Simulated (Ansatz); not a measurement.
# CH7NSi2: one species, many methods

How much do the methods differ for CH7NSi2? The plan is to run it at one geometry with functionals of several rungs and with coupled cluster. The yardstick is the atomisation energy at the CCSD(T) limit.

The runs use Ansatz 0.2.0, Gaussian basis; functionals in def2-TZVPP, the program's frozen cores in correlated methods.

Plan: LDA (SPW92), PBE-D4, revPBE-D4, BLYP-D4, r2SCAN-D4, B97M-V, PBE0-D4, B3LYP-D4, r2SCANh-D4, r2SCAN0-D4, HSE06-D4, BHLYP-D4, CAM-B3LYP-D4, LC-ωPBE, ωB97X-V, ωB97M-V, B2PLYP, PBE-QIDH; CCSD(T)/def2-SVP; CCSD(T)/def2-TZVPP; MP2/def2-QZVPP; extrapolation to the limit; RPA on PBE.

### 1 Structure used throughout

The geometry comes from an earlier relaxation with PBE0-D4 in a triple-zeta def2 set; it is a stationary point, not always the lowest conformer.

11 atoms, charge 0, spin multiplicity 1.

Atoms are counted from 1 here; the program's logs count them from 0.

Bond lengths: C1–Si2 1.885 Å, C1–Si4 1.885 Å, C1–H5 1.090 Å, C1–H6 1.090 Å, Si2–N3 1.733 Å, Si2–H7 1.491 Å, Si2–H8 1.491 Å, N3–Si4 1.733 Å, N3–H9 1.004 Å, Si4–H10 1.491 Å, Si4–H11 1.491 Å. Angles: Si2–C1–Si4 86.0°, Si2–C1–H5 115.1°, Si2–C1–H6 115.1°, Si4–C1–H5 115.1°, Si4–C1–H6 115.1°, H5–C1–H6 109.2°, C1–Si2–N3 89.1°, C1–Si2–H7 115.4°, C1–Si2–H8 115.4°, N3–Si2–H7 114.7°, N3–Si2–H8 114.7°, H7–Si2–H8 107.1°, Si2–N3–Si4 95.8°, Si2–N3–H9 132.1°, Si4–N3–H9 132.1°, C1–Si4–N3 89.1°, C1–Si4–H10 115.4°, C1–Si4–H11 115.4° and more.

### 2 LDA

This LDA is Slater exchange with PW92 correlation.

Input file in.yaml:

```yaml
crystal:
  periodic: [false, false, false]
  atoms:
    - {symbol: C, position_ang: [-1.086057, -0.097894, -0.506884]}
    - {symbol: Si, position_ang: [-0.346369, -0.297650, 1.215571]}
    - {symbol: N, position_ang: [1.209324, 0.097159, 0.562566]}
    - {symbol: Si, position_ang: [0.665858, 0.313564, -1.068473]}
    - {symbol: H, position_ang: [-1.806161, 0.714078, -0.608721]}
    - {symbol: H, position_ang: [-1.507417, -1.006657, -0.936815]}
    - {symbol: H, position_ang: [-0.447354, -1.665212, 1.800074]}
    - {symbol: H, position_ang: [-0.850944, 0.657133, 2.243132]}
    - {symbol: H, position_ang: [2.116815, 0.173730, 0.985214]}
    - {symbol: H, position_ang: [1.260540, -0.633945, -2.053690]}
    - {symbol: H, position_ang: [0.857266, 1.688594, -1.611372]}
basis:
  gaussian: {orbitals: def2-TZVPP}
hamiltonian: {xc: lda}
output: {orbitals: {seedname: orbitals}}
```

The run is started by

```
$ ansatz run in.yaml --threads 2 --pin off --events-out ev --progress --plain --max-ram 4352MiB
```

After this run come: PBE-D4 (GGA); revPBE-D4 (GGA); BLYP-D4 (GGA); r2SCAN-D4 (meta-GGA); B97M-V (meta-GGA); PBE0-D4 (hybrid); B3LYP-D4 (hybrid); r2SCANh-D4 (hybrid); r2SCAN0-D4 (hybrid); HSE06-D4 (hybrid); BHLYP-D4 (hybrid); CAM-B3LYP-D4 (range-separated); LC-ωPBE (range-separated); ωB97X-V (range-separated); ωB97M-V (range-separated); B2PLYP (double hybrid); PBE-QIDH (double hybrid); CCSD(T) in def2-SVP; CCSD(T) in def2-TZVPP; MP2 in def2-QZVPP; RPA on PBE orbitals.

**Question.** What will the summary of the whole plan be? Wanted: atomisation energy, CCSD(T)/CBS; farthest beyond LDA; mean size of error, GGA; mean size of error, meta-GGA; mean size of error, hybrid; mean size of error, range-separated; mean size of error, double hybrid; gap, smallest and largest; T1 diagnostic.

As calculated:

| quantity | value |
| --- | --- |
| atomisation energy, CCSD(T)/CBS | 39.793 eV |
| functionals within 0.199 eV (0.5 %) | PBE-D4, r2SCAN-D4, B97M-V, B3LYP-D4, CAM-B3LYP-D4, ωB97M-V |
| farthest beyond LDA | BHLYP-D4 (-0.745 eV) |
| mean size of error, GGA | 0.373 eV |
| mean size of error, meta-GGA | 0.116 eV |
| mean size of error, hybrid | 0.332 eV |
| mean size of error, range-separated | 0.200 eV |
| mean size of error, double hybrid | 0.463 eV |
| gap, smallest and largest | 4.87 eV (LDA (SPW92)), 11.97 eV (LC-ωPBE) |
| T1 diagnostic | 0.0108 |
| triples share of the correlation energy | 3.8 % |

**Reading.** LDA overbinds by 4.715 eV (12 %). PBE-D4 misses by +0.076 eV. Double hybrids carry the basis error of their MP2 part in triple zeta, and no dispersion term here, so their miss is partly the set-up's. Taken by rung, meta-GGA functionals do best (0.116 eV on average) and double hybrid ones worst beyond LDA (0.463 eV). The gap between the best rungs is small, so their order is not settled. The reference freezes the cores and leaves out relativity and excitations past (T), so misses under about 0.199 eV can't be ranked. Hartree-Fock recovers 74 % of the binding; the rest is correlation. CCSD(T) in def2-SVP is off by -2.912 eV, which most functionals beat. Orbital gaps span 4.9 to 12.0 eV; exact exchange widens them.
